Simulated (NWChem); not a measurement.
**HF/6-31G(d) (spherical functions) run of AlGeH4F (SMILES [F][AlH][GeH3])**

We compute a structure relaxation of AlGeH4F. 

The calculation is run with NWChem 7.3.0.

1 further run of the same task is left out (set aside as unsound or not needed).

### 1 The molecule

The species is AlGeH4F (7 atoms), meant as a singlet with charge 0. SMILES: `[F][AlH][GeH3]`. Geometry: relaxed at PBE0-D4/def2-TZVP. The run starts from this shape.

Bond lengths: F1–Al2 1.652 Å, Al2–Ge3 2.469 Å, Al2–H4 1.581 Å, Ge3–H5 1.542 Å, Ge3–H6 1.538 Å, Ge3–H7 1.540 Å. Angles: F1–Al2–Ge3 116.9°, F1–Al2–H4 116.2°, Ge3–Al2–H4 126.9°, Al2–Ge3–H5 110.5°, Al2–Ge3–H6 112.6°, Al2–Ge3–H7 111.5°, H5–Ge3–H6 107.3°, H5–Ge3–H7 106.7°, H6–Ge3–H7 107.9°.

### 2 A geometry optimisation at HF/6-31G(d) (spherical functions)

File geom.nw:

```
start geom
title "AlFGeH4"
memory stack 880 mb heap 220 mb global 1100 mb
charge 0
geometry
 F       -2.002000      -1.487800       0.716500
 Al      -0.491500      -1.327100       0.066600
 Ge       0.428200       0.960300      -0.065100
 H        0.204000      -2.659900      -0.422600
 H        0.095700       1.599200      -1.428000
 H       -0.136400       1.887000       1.024800
 H        1.963300       0.960200       0.062300
end
basis spherical bse
 * library 6-31G*
end
scf
 thresh 1e-07
 maxiter 80
 print low
end
driver
 maxiter 60
end
freq
 temp 2 298.15 500
end
task scf optimize
task scf frequencies
```

Started as:

```sh
$ nwchem geom.nw > geom.out
```

Log:

```text
[...]
  functions       =    72
[...]
  wavefunction    = RHF
[...]
         Total SCF energy =  -2418.807255236360
[...]
@    0   -2418.80725524  0.0D+00  0.00587  0.00161  0.00000  0.00000     26.4
[...]
         Total SCF energy =  -2418.807393839790
[...]
@    1   -2418.80748847 -2.3D-04  0.00258  0.00069  0.02121  0.05902     61.0
[...]
@   15   -2418.80755775 -2.0D-07  0.00003  0.00001  0.00651  0.01658    573.6
[...]
         Total SCF energy =  -2418.807557782059
[...]
@   16   -2418.80755778 -2.9D-08  0.00001  0.00001  0.00199  0.00492    597.6
[...]
         Total SCF energy =  -2418.807557787399
[...]
         Total SCF energy =  -2418.807557787399
[...]
                         RHF ENERGY GRADIENTS
    atom               coordinates                        gradient
                 x          y          z           x          y          z
   1 F      -1.080913  -4.545970  -0.894796   -0.000000  -0.000002  -0.000000
   2 Al      1.042301  -2.467166   0.021441    0.000003   0.000004   0.000001
   3 Ge     -0.153202   2.104265  -0.014885   -0.000003   0.000002  -0.000001
   4 H       3.683137  -3.581738   0.852005   -0.000002  -0.000001  -0.000001
   5 H      -0.884442   3.001667  -2.690456   -0.000000  -0.000002  -0.000000
   6 H      -2.430128   2.632641   1.727280    0.000000  -0.000001  -0.000000
   7 H       2.048480   3.784835   0.895851    0.000003  -0.000000   0.000002
[...]
@   17   -2418.80755779 -5.3D-09  0.00000  0.00000  0.00120  0.00297    620.2
[...]
      Optimization converged
[...]
@   17   -2418.80755779 -5.3D-09  0.00000  0.00000  0.00120  0.00297    620.2
[...]
         Total SCF energy =  -2418.807557787398
      One-electron energy =  -3817.371055206620
      Two-electron energy =   1176.311013553235
 Nuclear repulsion energy =    222.252483865987
        Time for solution =      1.1s
[...]
 Zero-Point correction to Energy  =   21.385 kcal/mol  (  0.034079 au)
 Thermal correction to Energy     =   29.293 kcal/mol  (  0.046682 au)
 Thermal correction to Enthalpy   =   30.286 kcal/mol  (  0.048264 au)
 Total Entropy                    =   91.700 cal/mol-K
   - Translational                =   42.907 cal/mol-K (mol. weight = 123.9331)
   - Rotational                   =   27.564 cal/mol-K (symmetry #  =        1)
   - Vibrational                  =   21.229 cal/mol-K
 Cv (constant volume heat capacity) =   23.454 cal/mol-K
   - Translational                  =    2.979 cal/mol-K
   - Rotational                     =    2.979 cal/mol-K
   - Vibrational                    =   17.495 cal/mol-K
[...]
 Normal Eigenvalue ||           Projected Infra Red Intensities
  Mode   [cm**-1]  || [atomic units] [(debye/angs)**2] [(KM/mol)] [arbitrary]
 ------ ---------- || -------------- ----------------- ---------- -----------
    1       -0.000 ||    0.000009           0.000         0.008       0.001
    2       -0.000 ||    0.000013           0.000         0.012       0.001
    3        0.000 ||    0.001113           0.026         1.085       0.128
    4        0.000 ||    0.000683           0.016         0.666       0.078
    5        0.000 ||    0.000071           0.002         0.069       0.008
    6        0.000 ||    0.000156           0.004         0.152       0.018
    7       21.719 ||    0.000202           0.005         0.197       0.023
    8      151.226 ||    0.014892           0.344        14.518       1.710
    9      334.014 ||    0.010303           0.238        10.044       1.183
   10      366.968 ||    0.099487           2.295        96.985      11.420
   11      473.062 ||    0.023868           0.551        23.268       2.740
   12      534.727 ||    0.060804           1.403        59.275       6.980
   13      727.040 ||    0.300834           6.940       293.267      34.533
   14      871.030 ||    0.296469           6.840       289.013      34.032
[...]
```

Wall time 12 min (1 thread of AMD EPYC 7R43 (Zen 3), shared host); peak memory 0.11 GiB.

Step by step:

```csv
step,energy from the first frame kept (eV)
0,0.0000
1,-0.0063
2,-0.0072
3,-0.0073
4,-0.0073
5,-0.0073
6,-0.0073
7,-0.0074
8,-0.0074
9,-0.0077
10,-0.0079
11,-0.0081
12,-0.0082
13,-0.0082
14,-0.0082
15,-0.0082
16,-0.0082
17,-0.0082
```

After the run. Bond lengths: F1–Al2 1.645 Å, Al2–Ge3 2.501 Å, Al2–H4 1.579 Å, Ge3–H5 1.543 Å, Ge3–H6 1.543 Å, Ge3–H7 1.543 Å. Angles: F1–Al2–Ge3 118.1°, F1–Al2–H4 115.9°, Ge3–Al2–H4 126.0°, Al2–Ge3–H5 111.6°, Al2–Ge3–H6 111.6°, Al2–Ge3–H7 111.4°, H5–Ge3–H6 107.3°, H5–Ge3–H7 107.4°, H6–Ge3–H7 107.4°.

### 3 Outcome

Level: HF/6-31G* (spherical functions).

```
                                                 quantity             value
                                  total energy at the end    -2418.80756 Eh
                               lowest harmonic wavenumber           22 cm⁻¹
                              highest harmonic wavenumber         2211 cm⁻¹
                                        zero-point energy       89.5 kJ/mol
ideal-gas entropy at 298.15 K (symmetry number 1 as used)  79.9 cal/(mol K)
```

What this shows: At the final geometry: Bond lengths: F1–Al2 1.645 Å, Al2–Ge3 2.501 Å, Al2–H4 1.579 Å, Ge3–H5 1.543 Å, Ge3–H6 1.543 Å, Ge3–H7 1.543 Å. Angles: F1–Al2–Ge3 118.1°, F1–Al2–H4 115.9°, Ge3–Al2–H4 126.0°, Al2–Ge3–H5 111.6°, Al2–Ge3–H6 111.6°, Al2–Ge3–H7 111.4°, H5–Ge3–H6 107.3°, H5–Ge3–H7 107.4°, H6–Ge3–H7 107.4°. All 15 modes are real, though the softest (22 cm⁻¹) is within numerical noise. The optimisation took 18 steps and changed the energy by -0.008 eV.
